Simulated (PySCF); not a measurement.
# C3H10OSi: the cost of one run

Computed with PySCF 2.14.0, with density-fitted response routines of our own, on a single molecule in the gas phase. Atoms are numbered from 0 throughout.

## 1. The molecule as given

15 atoms, charge 0, multiplicity 1; geometry from: GFN2-xTB. The atoms were then displaced at random by about 0.01 Å, so the start is not that level's minimum.

Bonds of the start (Å): C0–C1 1.50, C1–C2 1.54, C1–O3 1.43, O3–Si4 1.58, C0–H5 1.11, C0–H6 1.10, C0–H7 1.10, C1–H8 1.12, C2–H9 1.09, C2–H10 1.09, C2–H11 1.06, Si4–H12 1.45, Si4–H13 1.43, Si4–H14 1.46.

## 2. Geometry optimisation at PBE0-D3(BJ)/def2-SVP

The job: settings as JSON, then the geometry in Å.

```
{"job": {"xc": "PBE0", "basis": "def2-SVP", "d3": "d3bj", "grid": 1, "shake": 0.01, "kind": "geom"}, "charge": 0, "multiplicity": 1}
C     -0.707350     1.244000     0.450270
C     -0.330080    -0.200280     0.575550
C     -1.551310    -1.120150     0.414680
O      0.648150    -0.547600    -0.404850
Si     2.125930    -0.066100    -0.678690
H     -1.483160     1.525440     1.187370
H     -1.123070     1.447100    -0.546740
H      0.154930     1.914510     0.584320
H      0.126490    -0.346910     1.588360
H     -1.223600    -2.157440     0.529190
H     -2.282900    -0.899940     1.193670
H     -1.967220    -0.978920    -0.553770
H      2.936610    -0.221200     0.516040
H      2.462560    -0.953400    -1.749800
H      2.198680     1.343540    -1.055290
```

Started as:

```
> OMP_NUM_THREADS=1 python probes_run.py task.json out
```

One launch serves the whole session: the jobs run in the order shown.

**Question.** How long does this first job take on 1 thread of Arm Neoverse V2, shared host, and how much memory does it need?

About 49 s, with a peak of 0.5 GiB.
